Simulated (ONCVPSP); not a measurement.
# Pseudopotential generation for Nd: ONCV, PBE

Do these settings give a usable potential? It is generated, then checked for transferability, scattering, ghosts and hardness.

The numbers are computed with ONCVPSP 4.0.1.1 (patched build) (PBE, scalar-relativistic, spin-unpolarised reference atom).

## 1. Starting point

Typed settings, in words:

| Property | Result |
| --- | --- |
| element | neodymium (Nd, Z = 60) |
| type | optimised norm-conserving Vanderbilt (ONCV) |
| frozen core | [Kr] 4d10 |
| valence charge | 14 |
| reference configuration | 4f4 5s2 5p6 6s1.75 (charge +0.25) |
| partial waves | 5s+6s: rc 2.10 bohr, ncon 3, nbas 6, qcut 6.6 1/bohr, 2 projectors; 5p: rc 1.70 bohr, ncon 4, nbas 8, qcut 5.4 1/bohr, 2 projectors, debl 2.1 Ha; d scattering state at 0.39 Ha: rc 2.15 bohr, ncon 4, nbas 7, qcut 4.8 1/bohr, 1 projector; 4f: rc 1.15 bohr, ncon 4, nbas 8, qcut 15.4 1/bohr, 2 projectors, debl 0.3 Ha |
| local potential | polynomial inside 1.00 bohr (lpopt 4, dvloc0 1 Ha) |
| core correction | Teter function fitted to the true core (icmod 2), fcfact 0.3 |

## 2. Generating the potential

The input, Nd.dat:

```
# ATOM AND REFERENCE CONFIGURATION
# atsym  z   nc   nv     iexc    psfile
  Nd 60.00    9    4        4      upf
#
#   n    l    f
    1    0    2.00
    2    0    2.00
    2    1    6.00
    3    0    2.00
    3    1    6.00
    3    2   10.00
    4    0    2.00
    4    1    6.00
    4    2   10.00
    4    3    4.00
    5    0    2.00
    5    1    6.00
    6    0    1.75
#
# PSEUDOPOTENTIAL AND OPTIMIZATION
# lmax
    3
#
#   l,   rc,      ep,       ncon, nbas, qcut
    0    2.10    0.00    3    6    6.60
    1    1.70    0.00    4    8    5.40
    2    2.15    0.39    4    7    4.80
    3    1.15    0.00    4    8   15.40
#
# LOCAL POTENTIAL
# lloc, lpopt,  rc(5),   dvloc0
    4    4    1.00    1.00
#
# VANDERBILT-KLEINMAN-BYLANDER PROJECTORs
# l, nproj, debl
    0    2    0.70
    1    2    2.10
    2    1    1.30
    3    2    0.30
#
# MODEL CORE CHARGE
# icmod, fcfact, rcfact
    2    0.30    0.75
#
# LOG DERIVATIVE ANALYSIS
# epsh1, epsh2, depsh
   -3.00    5.00    0.02
#
# OUTPUT GRID
# rlmax, drl
    6.00    0.01
#
# TEST CONFIGURATIONS
# ncnf
    4
# nvcnf
#   n    l    f
    4
    4    3    4.00
    5    0    2.00
    5    1    6.00
    6    0    2.00
#
    4
    4    3    4.00
    5    0    2.00
    5    1    6.00
    6    0    1.00
#
    4
    4    3    4.00
    5    0    2.00
    5    1    6.00
    6    0    0.00
#
    4
    4    3    4.00
    5    0    2.00
    5    1    5.00
    6    0    2.00
#
```

Command:

```sh
$ oncvpsp.x < Nd.dat > Nd.out
```

**Question.** What will these runs give? Wanted: cutoffs for 1 and 0.1 mHa per electron, occupied waves; bound ghosts; GHOST(+) flags; largest phase difference near zero energy, channels read; rms error of d²Exc/dn², without and with the model core; projector energies reset by the program.

The runs gave:

```
                                                quantity              value
  cutoffs for 1 and 0.1 mHa per electron, occupied waves   95 Ha and 107 Ha
                                            bound ghosts     s at -64.56 eV
                                          GHOST(+) flags        p at 128 eV
largest phase difference near zero energy, channels read          0.009 rad
 rms error of d²Exc/dn², without and with the model core  9.50 and 2.31 mHa
                 projector energies reset by the program        d: 0.050 Ha
```

**Reading.** A bound ghost (s) makes it unfit for use: electrons can fall into a state that the atom doesn't have. It counts as very hard, with 95 Ha needed at the looser tolerance. At the looser tolerance the 4f wave is the slowest; 5p needs 14 Ha. Near zero energy the phases of the channels with partial waves agree within 0.009 rad. The pseudo curves have a pole with no partner nearby in the atom's: s at -2.36 Ha. The program also flags highly localised states, GHOST(+) (p). All of this concerns the isolated atom, not yet a solid.
